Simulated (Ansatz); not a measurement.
# Ga3SbP2: the cell at several levels of theory

How does the equilibrium cell of Ga3SbP2 as one 6-atom ordering (Imm2) on the zincblende lattice depend on the functional? It is relaxed with PBE and r2SCAN. This is a trial cell built on a prototype, not taken from a measured structure, and it needn't be the compound's ground state.

Program: Ansatz 0.2.0. PAW datasets, plane waves, zero pressure. No spin polarisation and no zero-point or thermal motion; the cell was built from a prototype and may be hypothetical.

## (1) Starting point

This is the cell as the run starts from it, not yet at rest; its lengths are not the crystal's.

The symmetry is Imm2 (No. 44, orthorhombic); conventional cell a = 3.865 Å, b = 11.594 Å, c = 5.466 Å, 20.41 Å³ an atom. P has 4 Ga at 2.37 Å; Ga has 3 P at 2.37 Å and 1 Sb at 2.37 Å; Sb has 4 Ga at 2.37 Å; Ga has 2 Sb at 2.37 Å and 2 P at 2.37 Å.

Coordinates:

```
P Ga Sb
1.0
    -1.93238    5.79713    2.73279
     1.93238   -5.79713    2.73279
     1.93238    5.79713   -2.73279
P Ga Sb
2 3 1
Cartesian
  0.0000 3.8648 0.0000
  0.0000 7.7295 0.0000
  1.9324 3.8648 1.3664
  0.0000 1.9324 4.0992
  1.9324 0.0000 1.3664
  0.0000 0.0000 0.0000
```

## (2) Relaxing with PBE

input.yaml reads:

```yaml
crystal:
  lattice:
    - [-1.9323752415, 5.7971257246, 2.7327912742]
    - [1.9323752415, -5.7971257246, 2.7327912742]
    - [1.9323752415, 5.7971257246, -2.7327912742]
  atoms:
    - { symbol: P, position: [0.3333333333, 0.0, 0.3333333333] }
    - { symbol: Ga, position: [0.5833333333, 0.75, 0.8333333333] }
    - { symbol: P, position: [0.6666666667, 0.0, 0.6666666667] }
    - { symbol: Ga, position: [0.9166666667, 0.75, 0.1666666667] }
    - { symbol: Sb, position: [0.0, 0.0, 0.0] }
    - { symbol: Ga, position: [0.25, 0.75, 0.5] }
kpoints:
  mp_grid: { grid: [8, 8, 8] }
hamiltonian:
  xc: pbe
scf:
  occupations: { method: fermi_dirac, width: 0.02 }
relax:
  f_tol: 0.005
  cell: {}
```

Run with:

```
> ansatz run input.yaml --threads 4 --pin off --max-ram 6451MiB --backend cpu --events-out ev --progress --plain --runs-dir out
```

The runs that follow: Relaxation with r2SCAN.

**Question.** What will these runs give? Wanted: for each run, a; b; c; volume; space group; SCF geometries.

The runs gave:

```
 level  a (Å)   b (Å)  c (Å)  volume (Å³/atom)  space group  SCF geometries
   PBE  4.052  12.154  5.735            23.538         Imm2               7
r2SCAN  4.009  12.026  5.674            22.798         Imm2               6
```

**Reading.** The first relaxation changed the volume by +15.3 % from the start. The volume runs from r2SCAN (least) to PBE (most), a spread of 3.2 %, or 1.1 % in length if all axes shared it alike.
